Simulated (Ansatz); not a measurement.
# CH4FSSn radical: up Jacob's ladder to CCSD(T)

One table from this session's results is given with a row withheld; the runs are named, their logs left out.

Computed with Ansatz 0.2.0, Gaussian basis. Level: functionals in def2-TZVPP, the program's frozen cores in correlated methods.

Levels to be run: LDA (SPW92), PBE-D4, revPBE-D4, BLYP-D4, r2SCAN-D4, B97M-V, PBE0-D4, B3LYP-D4, r2SCANh-D4, r2SCAN0-D4, HSE06-D4, BHLYP-D4, CAM-B3LYP-D4, LC-ωPBE, ωB97X-V, ωB97M-V, B2PLYP, PBE-QIDH; CCSD(T)/def2-SVP; CCSD(T)/def2-TZVPP; MP2/def2-QZVPP; extrapolation to the limit; RPA on PBE.

## Structure used throughout

The geometry comes from an earlier relaxation with PBE0-D4 in a triple-zeta def2 set; it is a stationary point, not always the lowest conformer. Sn takes the def2 core potential; no spin-orbit term is included.

8 atoms, charge 0, spin multiplicity 2.

Atoms are counted from 1 here; the program's logs count them from 0.

Bond lengths: C1–S2 1.817 Å, C1–H5 1.089 Å, C1–H6 1.090 Å, C1–H7 1.089 Å, S2–Sn3 2.405 Å, Sn3–F4 1.942 Å, Sn3–H8 1.741 Å. Angles: S2–C1–H5 110.7°, S2–C1–H6 106.2°, S2–C1–H7 111.2°, H5–C1–H6 109.0°, H5–C1–H7 110.3°, H6–C1–H7 109.3°, C1–S2–Sn3 99.8°, S2–Sn3–F4 101.7°, S2–Sn3–H8 109.1°, F4–Sn3–H8 104.2°.

The first run:

in.yaml reads:

```yaml
crystal:
  periodic: [false, false, false]
  atoms:
    - {symbol: C, position_ang: [-0.886975, 0.885592, 0.548105]}
    - {symbol: S, position_ang: [-1.133453, -0.714063, -0.278075]}
    - {symbol: Sn, position_ang: [1.031910, -0.989180, -1.288894]}
    - {symbol: F, position_ang: [2.190192, -0.163872, 0.033967]}
    - {symbol: H, position_ang: [-1.032137, 1.707111, -0.151911]}
    - {symbol: H, position_ang: [-1.647018, 0.945612, 1.327047]}
    - {symbol: H, position_ang: [0.100446, 0.945452, 1.002465]}
    - {symbol: H, position_ang: [1.469136, -2.673852, -1.248403]}
basis:
  gaussian: {orbitals: def2-TZVPP}
magnetization: {spin_polarized: true, initial_magnetization: 1}
hamiltonian: {xc: lda}
output: {orbitals: {seedname: orbitals}}
```

Started as:

```console
$ ansatz run in.yaml --threads 4 --pin off --events-out ev --progress --plain --max-ram 10444MiB
```

Steps of the session up to this table: LDA; PBE-D4 (GGA); revPBE-D4 (GGA); BLYP-D4 (GGA); r2SCAN-D4 (meta-GGA); B97M-V (meta-GGA); PBE0-D4 (hybrid); B3LYP-D4 (hybrid); r2SCANh-D4 (hybrid); r2SCAN0-D4 (hybrid); HSE06-D4 (hybrid); BHLYP-D4 (hybrid); CAM-B3LYP-D4 (range-separated); LC-ωPBE (range-separated); ωB97X-V (range-separated); ωB97M-V (range-separated); B2PLYP (double hybrid); PBE-QIDH (double hybrid).

One of the session's tables, all rows but one given; the rest of the session is left out.

It belongs to the step «Orbital energies across the functionals». 

| functional | HOMO (eV) | LUMO (eV) | gap (eV) |
| --- | --- | --- | --- |
| LDA (SPW92) | -5.41 | -4.79 | 0.63 |
| PBE-D4 | -5.34 | -4.49 | 0.85 |
| revPBE-D4 | -5.31 | -4.39 | 0.92 |
| BLYP-D4 | -5.19 | -4.48 | 0.72 |
| r2SCAN-D4 | -5.70 | -4.28 | 1.43 |
| B97M-V | ? | ? | ? |
| PBE0-D4 | -6.47 | -3.75 | 2.72 |
| B3LYP-D4 | -6.24 | -4.08 | 2.16 |
| r2SCANh-D4 | -6.12 | -3.99 | 2.12 |
| r2SCAN0-D4 | -6.73 | -3.56 | 3.17 |
| HSE06-D4 | -6.08 | -4.11 | 1.97 |
| BHLYP-D4 | -7.44 | -3.02 | 4.42 |
| CAM-B3LYP-D4 | -7.69 | -2.90 | 4.79 |
| LC-ωPBE | -9.00 | -1.61 | 7.39 |
| ωB97X-V | -8.58 | -1.96 | 6.62 |
| ωB97M-V | -8.45 | -2.05 | 6.40 |

Estimate the missing values for B97M-V.

As computed: HOMO (eV): -5.56; LUMO (eV): -4.61; gap (eV): 0.95. In the column «HOMO (eV)» it lies between r2SCAN-D4 (-5.70) and LDA (SPW92) (-5.41).
